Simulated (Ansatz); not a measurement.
**GeO (singlet): from Hartree-Fock to the top rungs, cc-pVTZ**

The task here is to estimate one member of a computed series from the others.

The runs use Ansatz 0.2.0, Gaussian basis; cc-pVTZ, core rule «outside noble gas», up to 15 orbitals frozen.

Plan: UHF; CCSD(T) on RHF; BCCD(T) on RHF; CISD; CCSDT(Q) on RHF; CASSCF and MRCISD+Q, 10 electrons in 8 orbitals; CASSCF and NEVPT2, 10 electrons in 8 orbitals.

3 further runs of the same task are left out: 1 that didn't finish, 2 set aside as unsound or not needed.

## The geometry

The geometry is a PBE0/def2-TZVP stationary point (not a proven minimum). No spin-orbit coupling is included. The filled d shell of Ge may be among the frozen orbitals whatever the setting's name suggests; the logs give the count.

2 atoms, charge 0, spin multiplicity 1.

Atoms are counted from 1 here; the program's logs count them from 0.

Bond lengths: Ge1–O2 1.623 Å.

Set-up of the first run:

Contents of in.yaml:

```yaml
crystal:
  periodic: [false, false, false]
  atoms:
    - {symbol: Ge, position_ang: [0.000000, 0.000000, 0.000000]}
    - {symbol: O, position_ang: [0.000000, 0.000000, 1.622593]}
basis:
  gaussian: {orbitals: cc-pVTZ}
magnetization: {spin_polarized: true, initial_magnetization: 0}
hamiltonian: {xc: hf}
output: {orbitals: {seedname: orbitals}}
```

The run is started by

```console
$ ansatz run in.yaml --threads 1 --pin off --events-out ev --progress --plain --max-ram 2176MiB
```

Steps of the session up to this table: UHF; CCSD(T) on RHF; BCCD(T) on RHF; CISD; CCSDT(Q) on RHF; CASSCF and MRCISD+Q, 10 electrons in 8 orbitals; CASSCF and NEVPT2, 10 electrons in 8 orbitals.

One of the session's tables, all rows but one given; the rest of the session is left out.

| method | from RCCSDT(Q) (meV) |
| --- | --- |
| RHF | +9787.0 |
| RMP2 | +422.6 |
| RCCSD | +593.9 |
| RCCSD(T) | +60.3 |
| BCCD(T) | +53.3 |
| RCCSDT | +59.2 |
| RCCSDT(Q) | 0 |
| CASSCF valence | +6189.3 |
| NEVPT2 valence | +1280.0 |
| MRCISD valence | ? |
| MRCISD+Q valence | +123.6 |

**Question.** Estimate the row for MRCISD valence.

**Answer.** from RCCSDT(Q) (meV): +489.2. In the column «from RCCSDT(Q) (meV)» it lies between RMP2 (+422.6) and RCCSD (+593.9).

Not comparable, so not listed: CISD (they don't share determinant, frozen orbitals or solution with the rows shown, or repeat one).
